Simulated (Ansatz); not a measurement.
# NbCu (Fm-3m) in Ansatz: notebook, part 2 of 2

Ansatz 0.2.0. The steps go on from the part before.

**3. Band structure, HSEsol**

Contents of input:

```
crystal:
  lattice:
    - [0.0, 2.56221, 2.56221]
    - [2.56221, 0.0, 2.56221]
    - [2.56221, 2.56221, 0.0]
  atoms:
    - { symbol: Nb, position: [0.0, 0.0, 0.0] }
    - { symbol: Cu, position: [0.5, 0.5, 0.5] }
hamiltonian:
  xc:
    exchange: hjs_pbesol
    correlation: pbesol
    exx: { coeff: 0.25, omega: 0.207 }
  pseudopotentials: { kind: paw }
kpoints:
  mp_grid: { grid: [5, 5, 5] }
  band_path:
    path:
      - [[0.0, 0.0, 0.0], [0.5, 0.0, 0.5], [0.5, 0.25, 0.75], [0.375, 0.375, 0.75], [0.0, 0.0, 0.0], [0.5, 0.5, 0.5], [0.625, 0.25, 0.625], [0.5, 0.25, 0.75], [0.5, 0.5, 0.5], [0.375, 0.375, 0.75]]
      - [[0.625, 0.25, 0.625], [0.5, 0.0, 0.5]]
    npoints: 4
scf:
  occupations: { method: fermi_dirac, width: 0.05 }
  n_extra_bands: 6
output:
  forces: true
  stress: true
  eigenvalues: true
  fatbands: false
  write_density: true
  write_potential: true
  elf: true
  volumetric_format: npy
```

Potentials or basis: Ansatz PAW.

Standard output:

```text
Warning: output.stress: scf.convergence.dr2_threshold = 1e-7 eV (the SCF's general default) is looser than the 2e-10 eV advised for a printed stress (1e-10 eV for each atom of the cell: 2). What an SCF threshold leaves in a stress goes as its square root, and in the free energy as the threshold itself, and one threshold admits the most on a small cell: of the crystals measured, under no hybrid functional and no lock of the moments, on runs that ended without the residual-converged pass, on stresses that held no estimate of that error, the worst erred by over 100 MPa in a component at 1e-7 eV an atom and by under 5 at 1e-10. Set scf.convergence.dr2_threshold to 2e-10 eV or tighter. The threshold is an SCF's pass mark: one that does not reach it within its budget of iterations ends unconverged, or closes short of it on a stop that the run arms, and scf.convergence.dr2_threshold's page says what that costs each kind of run
Warning: output.stress: scf.exx.energy_threshold = 1e-6 eV is looser than the 2e-8 eV advised for a stress under a hybrid functional (1e-8 eV for each atom of the cell: 2). Every SCF of the exchange loop can meet its threshold on dr2 while the loop round them stops early: no threshold on dr2 bounds what that leaves in the stress. Set scf.exx.energy_threshold to 2e-8 eV or tighter. The threshold is the loop's pass mark: a loop that does not reach it within its budget of cycles ends unconverged, and scf.exx.energy_threshold's page has the law
scf.n_extra_bands = 6 over 16 filled bands (N_el = 32.0): the run solves 22 bands
GPUs: using 1 of 1 available (devices: 1).
Engine: ansatz 0.2.0, x86_64-unknown-linux-gnu
Pseudopotentials: kind: paw
Pseudopotential: Nb, paw, valence charge 13, recommended cutoff 420 eV (normal), Nb.paw.azcp
Pseudopotential: Cu, paw, valence charge 19, recommended cutoff 420 eV (normal), Cu.paw.azcp
Functional definition: unnamed
  parameter a_1 = 0.25
  parameter omega_1 = 0.207/angstrom
  exchange = pbe_x(mu = 0.12345679012345678) + (-a_1)*hjs_pbesol_x_sr(omega_1) + a_1*exact_x_sr(omega_1)
[... 94 lines left out ...]
  E_exx        = -143.975274  (= α·E_x^exact, valence–valence)
  E_paw        = -4579.954543  (= ΣΔE_a)
  E_vpaw       = -434.838724  (= ΣTr[D̂ρ^β])
  E_aug_tail   = 0.000299  (compensation charges beyond the density's cutoff)
  E_ewald      = -4170.475768
  E_core_change = -0.344168  (= ΣΔE_core)
  E_smearing   = -0.015128  (= −TS)
  E_closure    = 0.000002  (closes the sum)
  Σ components = -11109.582499   (vs F -11109.582499, Δ=-1.82e-12)
--- Forces (eV/Å), atoms counted from 1 ---
  atom   1  Nb    -0.00000000    -0.00000000    -0.00000000
  atom   2  Cu     0.00000000    -0.00000000     0.00000000
  max |Σ_I F_I| component: 8.62e-29 eV/Å
--- Stress (GPa, compression-positive) ---
       -7.157903      -0.000000      -0.000000
       -0.000000      -7.157903      -0.000000
        0.000000       0.000000      -7.157903
  P = ⅓ Tr σ = -7.1579 GPa (-71.579 kbar)
--- Band table (eV; the first three rows and the last of 10) ---
  k-point 0: bands = ["-103.7990", "-59.6599", "-59.6599", "-59.6599", "-44.2344", "-18.7420", "-18.7420", "-18.7420", "6.8208", "9.4680", "9.4680", "9.7097", "9.7097", "9.7097", "16.2605", "16.2605", "16.2605", "17.6980", "17.6980", "24.6499", "24.6499", "24.6499"]
  k-point 1: bands = ["-103.7990", "-59.6603", "-59.6598", "-59.6598", "-44.2261", "-18.8276", "-18.7557", "-18.7557", "7.7616", "9.7426", "9.7462", "9.7462", "9.9350", "9.9350", "15.2385", "15.8438", "15.8438", "16.9654", "16.9654", "22.8053", "26.0148", "26.4438"]
  k-point 2: bands = ["-103.7990", "-59.6607", "-59.6595", "-59.6595", "-44.2125", "-18.9658", "-18.7774", "-18.7774", "9.7188", "10.1468", "10.2538", "10.2538", "10.4444", "10.4444", "13.3872", "14.1447", "14.1447", "17.2467", "17.2467", "19.9677", "25.2928", "27.7491"]
  k-point 9: bands = ["-103.7989", "-59.6602", "-59.6599", "-59.6596", "-44.2059", "-18.9237", "-18.8627", "-18.8177", "9.5976", "9.8639", "10.1004", "10.2828", "10.5522", "11.2875", "13.2522", "14.2211", "15.1380", "17.3888", "18.4316", "20.6443", "21.3171", "23.6356"]
```

bands.tsv:

```text
# k_distance	band_0	band_1	band_2	band_3	band_4	band_5	band_6	band_7	band_8	band_9	band_10	band_11	band_12	band_13	band_14	band_15	band_16	band_17	band_18	band_19	band_20	band_21
# fermi_ev = 14.799547
# lock_threshold_ev = 1e-6
[... 57 lines left out ...]
7.653995	-118.598500	-74.459842	-74.459424	-74.459313	-59.004447	-33.755015	-33.639115	-33.618765	-5.711546	-4.863637	-4.859071	-4.337767	-4.271212	-4.210297	-0.744876	-0.161891	2.386799	3.024106	3.559951	4.477924	6.407758	7.303259
7.762370	-118.598486	-74.459864	-74.459383	-74.459348	-59.004587	-33.762998	-33.626218	-33.620933	-5.804089	-4.979799	-4.930686	-4.371796	-4.212900	-4.197170	-0.661912	-0.013404	3.092787	3.105113	3.244849	4.947361	5.579038	7.219976
7.870746	-118.598486	-74.459875	-74.459368	-74.459368	-59.004647	-33.765719	-33.621656	-33.621656	-5.836020	-5.027152	-4.953600	-4.377101	-4.192912	-4.192912	-0.627906	0.032158	3.132983	3.132983	3.477691	5.153766	5.153766	7.160331
```

It took 52 s on 1 × NVIDIA H100 80GB HBM3 with 2 threads of AMD EPYC 7R13 (Zen 3), shared host; peak memory 1.7 GiB.

Results:

| Quantity | Value |
| --- | --- |
| Free energy | -11109.5825 eV |
| Pressure | -7.2 GPa |
| Band gap on the k mesh | none (metal or under the smearing width) |

Levels at the corners of the path, in eV from the Fermi level:
| point | band 12 | band 13 | band 14 | band 15 | band 16 | band 17 | band 18 | band 19 | band 20 | band 21 |
| --- | --- | --- | --- | --- | --- | --- | --- | --- | --- | --- |
| Γ | -5.09 | -5.09 | -5.09 | 1.46 | 1.46 | 1.46 | 2.90 | 2.90 | 9.85 | 9.85 |
| X | -4.38 | -4.19 | -4.19 | -0.63 | 0.03 | 3.13 | 3.13 | 3.48 | 5.15 | 5.15 |
| W | -4.70 | -4.19 | -3.39 | -0.74 | -0.74 | -0.23 | 3.13 | 4.68 | 4.68 | 5.99 |
| K | -4.48 | -4.27 | -3.90 | -0.90 | -0.89 | 0.98 | 2.74 | 3.59 | 4.62 | 7.24 |
| Γ | -5.09 | -5.09 | -5.09 | 1.46 | 1.46 | 1.46 | 2.90 | 2.90 | 9.85 | 9.85 |
| L | -4.20 | -4.20 | -4.06 | -1.93 | -0.99 | -0.99 | 2.54 | 2.54 | 4.62 | 10.26 |
| U | -4.48 | -4.27 | -3.90 | -0.90 | -0.89 | 0.98 | 2.74 | 3.59 | 4.62 | 7.24 |
| W | -4.70 | -4.19 | -3.39 | -0.74 | -0.74 | -0.23 | 3.13 | 4.68 | 4.68 | 5.99 |
| L | -4.20 | -4.20 | -4.06 | -1.93 | -0.99 | -0.99 | 2.54 | 2.54 | 4.62 | 10.26 |
| K | -4.48 | -4.27 | -3.90 | -0.90 | -0.89 | 0.98 | 2.74 | 3.59 | 4.62 | 7.24 |
| U | -4.48 | -4.27 | -3.90 | -0.90 | -0.89 | 0.98 | 2.74 | 3.59 | 4.62 | 7.24 |
| X | -4.38 | -4.19 | -4.19 | -0.63 | 0.03 | 3.13 | 3.13 | 3.48 | 5.15 | 5.15 |

Caveat: the k mesh is coarse (spacing up to 0.42 Å⁻¹), so the values aren't converged, least of all with exact exchange; the PAW data sets come from PBE, with cores solved anew for the run's functional, which leaves a small shift of forces and pressure; the thresholds are loose for stress.
